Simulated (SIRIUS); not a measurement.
**GaGe in SIRIUS: the effect of functional**

Crystal: GaGe.

```
Ge Ga
1.0
     0.00000    2.89784    2.89784
     2.89784    0.00000    2.89784
     2.89784    2.89784    0.00000
Ge Ga
1 1
Direct
  0.00000 0.00000 0.00000
  0.25000 0.25000 0.25000
```

The cell comes from a database or a generator and needn't be the stable form of this composition.

Alike in all runs:

| Item | Value |
| --- | --- |
| Program | SIRIUS 7.12.0 |
| Task | single point |
| Potentials or basis | PseudoDojo 0.4.1 PBE standard (scalar relativistic) |
| Cutoff | 1102 eV |
| Density cutoff | 4408 eV |
| k mesh | 7 × 7 × 7 |
| Occupations | fermi-dirac, width 0.05 eV |
| Spin | no spin polarisation |

Question: One run gave: pressure 1.8 GPa. Which functional did it use?
A. RPBE
B. PW91
C. LDA-VWN
D. LDA
E. revPBE

Answer: E.

```tsv
functional	pressure (GPa)
LDA	-4.7
PBE	0.3
PBEsol	-2.3
RPBE	2.4
revPBE	1.8
BLYP	3.0
PW91	0.1
AM05	-2.1
LDA-VWN	-4.7
APBE	1.2
```

Caveats: the potentials were made for another functional, which shifts forces and pressure (some runs).

Not every run made on this cell is shown here.
